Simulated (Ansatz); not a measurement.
# CH7NOSi: the cost of one run

Method: RKS B3LYP/def2-mTZVP, in Ansatz 0.2.0.

### 1 The system as given

Bond lengths: Si1–N2 2.123 Å, Si1–O3 1.569 Å, Si1–H5 1.457 Å, Si1–C6 1.890 Å, N2–H7 1.008 Å, N2–H8 1.009 Å, C6–H9 1.087 Å, C6–H10 1.086 Å, C6–H11 1.086 Å. Angles (14 of 15 angles, heavy atoms first): N2–Si1–O3 78.5°, N2–Si1–C6 107.9°, O3–Si1–C6 121.9°, Si1–N2–H7 119.4°, Si1–N2–H8 121.0°, N2–Si1–H5 105.4°, O3–Si1–H5 120.8°, H5–Si1–C6 112.9°, Si1–C6–H9 110.5°, Si1–C6–H10 111.0°, Si1–C6–H11 112.1°, H7–N2–H8 109.2°, H9–C6–H10 107.5°, H9–C6–H11 107.5°.

Structure file:

```xyz
11

Si   -0.5418    0.5885   -0.1611
N     1.5285    0.3624   -0.5709
O     0.0783    1.7325    0.7148
H     1.2254    1.3450    0.2915
H    -1.1599    0.8839   -1.4470
C    -1.1630   -1.0270    0.5988
H     1.8862    0.6321   -1.4736
H     2.0390   -0.4424   -0.2392
H    -2.1810   -0.9103    0.9619
H    -0.5471   -1.3221    1.4433
H    -1.1645   -1.8426   -0.1186
```

### 2 Pulling towards end A

Springs on the bonds that form and break draw the guess towards this end; the thresholds are loose.

input.yaml

```yaml
crystal:
  periodic: [false, false, false]
  atoms:
    - { symbol: Si, position_ang: [-0.5418, 0.5885, -0.1611] }
    - { symbol: "N", position_ang: [1.5285, 0.3624, -0.5709] }
    - { symbol: O, position_ang: [0.0783, 1.7325, 0.7148] }
    - { symbol: H, position_ang: [1.2254, 1.345, 0.2915] }
    - { symbol: H, position_ang: [-1.1599, 0.8839, -1.447] }
    - { symbol: C, position_ang: [-1.163, -1.027, 0.5988] }
    - { symbol: H, position_ang: [1.8862, 0.6321, -1.4736] }
    - { symbol: H, position_ang: [2.039, -0.4424, -0.2392] }
    - { symbol: H, position_ang: [-2.181, -0.9103, 0.9619] }
    - { symbol: H, position_ang: [-0.5471, -1.3221, 1.4433] }
    - { symbol: H, position_ang: [-1.1645, -1.8426, -0.1186] }
basis:
  gaussian: { orbitals: def2-mTZVP }
hamiltonian:
  xc: b3lyp
relax:
  f_tol: 0.15
  max_steps: 25
  restrain:
    - { distance: [3, 1], at: 2.32, k: 30.0 }
    - { distance: [0, 1], at: 1.82, k: 30.0 }
    - { distance: [3, 2], at: 0.97, k: 30.0 }
```

Launch:

```sh
> ansatz run input.yaml --threads 2 --pin off --max-ram 3072MiB --backend cpu --events-out ev --progress --plain --runs-dir out
```

Q: Estimate wall time and peak memory on 2 threads of Arm Neoverse V2, shared host.

About 24 s, with a peak of 0.21 GiB.
